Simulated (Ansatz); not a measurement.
**C2H8ClGaSe: one species, many methods**

The task here is to estimate one member of a computed series from the others.

Computed with Ansatz 0.2.0, Gaussian basis. Level: functionals in def2-TZVPP, the program's frozen cores in correlated methods.

Plan: LDA (SPW92), PBE-D4, revPBE-D4, BLYP-D4, r2SCAN-D4, B97M-V, PBE0-D4, B3LYP-D4, r2SCANh-D4, r2SCAN0-D4, HSE06-D4, BHLYP-D4, CAM-B3LYP-D4, LC-ωPBE, ωB97X-V, ωB97M-V, B2PLYP, PBE-QIDH; CCSD(T)/def2-SVP; MP2/def2-TZVPP; MP2/def2-QZVPP; RPA on PBE.

### Structure used throughout

The geometry comes from an earlier relaxation with PBE0-D4 in a triple-zeta def2 set; it is a stationary point, not always the lowest conformer.

SMILES `[CH3][Ga-]([CH3])([Cl])[SeH2+]`, 13 atoms, charge 0, spin multiplicity 1.

Atoms are counted from 1 here; the program's logs count them from 0.

Bond lengths: C1–Ga2 1.967 Å, C1–H6 1.092 Å, C1–H7 1.091 Å, C1–H8 1.093 Å, Ga2–C3 1.967 Å, Ga2–Cl4 2.209 Å, Ga2–Se5 2.794 Å, C3–H9 1.091 Å, C3–H10 1.093 Å, C3–H11 1.092 Å, Se5–H12 1.468 Å, Se5–H13 1.468 Å. Angles: Ga2–C1–H6 111.7°, Ga2–C1–H7 110.9°, Ga2–C1–H8 109.4°, H6–C1–H7 109.1°, H6–C1–H8 107.9°, H7–C1–H8 107.7°, C1–Ga2–C3 129.4°, C1–Ga2–Cl4 113.0°, C1–Ga2–Se5 98.5°, C3–Ga2–Cl4 113.0°, C3–Ga2–Se5 98.5°, Cl4–Ga2–Se5 93.7°, Ga2–C3–H9 110.9°, Ga2–C3–H10 109.4°, Ga2–C3–H11 111.7°, H9–C3–H10 107.7°, H9–C3–H11 109.1°, H10–C3–H11 107.9° and more.

The first run:

File in.yaml:

```yaml
crystal:
  periodic: [false, false, false]
  atoms:
    - {symbol: C, position_ang: [-1.932996, 0.413385, 0.264469]}
    - {symbol: Ga, position_ang: [-0.187510, -0.219365, -0.384964]}
    - {symbol: C, position_ang: [0.839869, -1.811059, 0.144015]}
    - {symbol: Cl, position_ang: [0.267016, 0.458367, -2.438140]}
    - {symbol: Se, position_ang: [1.425581, 1.726597, 0.806400]}
    - {symbol: H, position_ang: [-1.999746, 0.364628, 1.353502]}
    - {symbol: H, position_ang: [-2.121208, 1.438376, -0.058920]}
    - {symbol: H, position_ang: [-2.724986, -0.215930, -0.149564]}
    - {symbol: H, position_ang: [1.863307, -1.757003, -0.230505]}
    - {symbol: H, position_ang: [0.375963, -2.702619, -0.285667]}
    - {symbol: H, position_ang: [0.862760, -1.933789, 1.229019]}
    - {symbol: H, position_ang: [2.494485, 1.448595, -0.160596]}
    - {symbol: H, position_ang: [0.858067, 2.755016, -0.074048]}
basis:
  gaussian: {orbitals: def2-TZVPP}
hamiltonian: {xc: lda}
output: {orbitals: {seedname: orbitals}}
```

Started as:

```
$ ansatz run in.yaml --threads 4 --pin off --events-out ev --progress --plain --max-ram 11315MiB
```

Steps of the session up to this table: LDA; PBE-D4 (GGA); revPBE-D4 (GGA); BLYP-D4 (GGA); r2SCAN-D4 (meta-GGA); B97M-V (meta-GGA); B3LYP-D4 (hybrid); r2SCANh-D4 (hybrid); r2SCAN0-D4 (hybrid); HSE06-D4 (hybrid); BHLYP-D4 (hybrid); CAM-B3LYP-D4 (range-separated); LC-ωPBE (range-separated); ωB97X-V (range-separated); ωB97M-V (range-separated); B2PLYP (double hybrid); PBE-QIDH (double hybrid).

One table of the session follows, with a row left open; its other results are not shown here.

It belongs to the step «Frontier levels by functional». 

| functional | HOMO (eV) | gap (eV) |
| --- | --- | --- |
| LDA (SPW92) | -6.31 | 4.54 |
| PBE-D4 | -6.15 | 4.49 |
| revPBE-D4 | -6.09 | 4.49 |
| BLYP-D4 | -6.00 | 4.41 |
| r2SCAN-D4 | -6.44 | 5.00 |
| B97M-V | -6.52 | 5.01 |
| PBE0-D4 | -7.43 | 6.67 |
| B3LYP-D4 | -7.19 | 6.16 |
| r2SCANh-D4 | -6.91 | 5.80 |
| r2SCAN0-D4 | -7.62 | 7.00 |
| HSE06-D4 | ? | ? |
| BHLYP-D4 | -8.57 | 8.73 |
| CAM-B3LYP-D4 | -8.77 | 9.09 |
| LC-ωPBE | -10.15 | 11.72 |
| ωB97X-V | -9.78 | 11.16 |
| ωB97M-V | -9.64 | 10.84 |

Q: Estimate the row for HSE06-D4 from the others.

The run gave: HOMO (eV): -7.03; gap (eV): 5.89. In the column «HOMO (eV)» it lies between B3LYP-D4 (-7.19) and r2SCANh-D4 (-6.91).
